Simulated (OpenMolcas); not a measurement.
**Ta²⁺ among point charges: CASSCF levels and susceptibility**

How does a field of 6 point charges split the states of Ta²⁺, and what χT follows?

The numbers are computed with OpenMolcas 26.06 (state-averaged CASSCF, spin-orbit coupling by RASSI with atomic mean-field integrals), except any that are marked as measured or tabulated.

1 further run of the same task is left out (it didn't finish).

## (1) The system

| Property | Result |
| --- | --- |
| Species | Ta²⁺ (tantalum, Z = 73, 71 electrons) |
| Basis | ANO-RCC-VDZP [7s6p4d2f1g], 68 functions |
| Scalar Hamiltonian | DKH2, point nucleus |
| Inactive shells | 1s 2s 2p 3s 3p 3d 4s 4p 4d 4f 5s 5p |
| Active space | 3 electrons in 5 orbitals (5d) |
| Some configurations of this space | 5d³ |
| Orbitals | optimised for each spin and parity, averaged over all roots |

The outer shells:

5d3
```
5d [↑ ][↑ ][↑ ][  ][  ]
```

The ion sits among 6 point charges of -1.36 e arranged as a tetragonal octahedron (D4h), 1.9 Å from the ion, with the axial distance 1.691 Å. The active orbitals were held to one l.

Each step is its own input file, run in one work folder so that later steps find the files of earlier ones. Labels, J, g values, rates, χT and fits are worked out afterwards by a script from the matrices that RASSI stores. The input lists half of the charges; inversion (Group=XYZ) makes the rest.

## (2) GATEWAY and SEWARD: basis and integrals

Contents of a.inp:

```
&GATEWAY
Coord
1

Ta 0.0 0.0 0.0
Basis=ANO-RCC-VDZP
Group=XYZ
NoMove
AngMom=0.0 0.0 0.0
AMFI
XField
3 Angstrom 0
1.900000 0.000000 0.000000 -1.360000
0.000000 1.900000 0.000000 -1.360000
0.000000 0.000000 1.691000 -1.360000
&SEWARD
```

On the command line:

```
$ OMP_NUM_THREADS=1 MOLCAS_MEM=1689 MOLCAS_PROJECT=a pymolcas a.inp > a.log
```

## (3) Reference wave functions, quartets of even parity, 10 roots

Contents of a.inp:

```
&RASSCF
FileOrb=start.orb
Symmetry=1
Spin=4
nActEl=3 0 0
Inactive=15 19
Ras2=5 0
CIRoot=10 10 1
SDav=10
CIMx=300
Iter=120 100
PrWF=0.3
OrbListing=Nothing
MaxOrb=0
SupSym
1
20 4 5 6 7 8 10 11 12 13 14 16 17 18 19 20 23 24 25 26 27
0
>>> COPY $Project.JobIph JOB001
```

start.orb holds the contracted functions of the basis, ordered by shell, or the orbitals of the step before.

## (4) Reference wave functions, doublets of even parity, 40 roots

Contents of a.inp:

```
&RASSCF
FileOrb=start.orb
Symmetry=1
Spin=2
nActEl=3 0 0
Inactive=15 19
Ras2=5 0
CIRoot=40 40 1
SDav=40
CIMx=300
Iter=120 100
PrWF=0.3
OrbListing=Nothing
MaxOrb=0
SupSym
1
20 4 5 6 7 8 10 11 12 13 14 16 17 18 19 20 23 24 25 26 27
0
>>> COPY $Project.JobIph JOB002
```

## (5) State interaction with spin-orbit coupling

Contents of a.inp:

```
&RASSI
NrOfJobIphs=2 10 40
1 2 3 4 5 6 7 8 9 10
1 2 3 4 5 6 7 8 9 10 11 12 13 14 15 16 17 18 19 20 21 22 23 24 25 26 27
28 29 30 31 32 33 34 35 36 37 38 39 40
IphNames
JOB001
JOB002
EJob
SpinOrbit
DIPRint=1.0
SOCoupling=1000.0
Subsets=2
Property=9
'ANGMOM' 1 'ANGMOM' 2 'ANGMOM' 3 'MLTPL  1' 1 'MLTPL  1' 2 'MLTPL  1' 3
'AMFI' 1 'AMFI' 2 'AMFI' 3
SOProperty=3
'ANGMOM' 1 'ANGMOM' 2 'ANGMOM' 3
```

**Question.** What will these runs give? Wanted: spin-free ground state; first state of the same spin within the active space; lowest level; next level.

**Answer**, as computed:

```
                                            quantity                              value
                                              method                             CASSCF
                              spin-free ground state    4B1, 1-fold in its orbital part
first state of the same spin within the active space                  4B2 at 25900 cm⁻¹
                                        lowest level  2-fold E1/2, g = 0.01, 0.01, 5.42
                                          next level                          28.1 cm⁻¹
                                         χT at 300 K                     1.57 cm³ K/mol
                           effective moment at 300 K                            3.55 μB
```

**Reading.** The spin-free ground state (4B1) comes to 100 % from free-ion F terms and keeps the highest spin of the shell. χT at 300 K is 1.57, against 1.88 cm³ K/mol for the spin alone, so spin-orbit coupling lowers it. The field of point charges can differ much from that of real complexes. Point charges carry no covalency, so the field is a model and not that of real ligands.
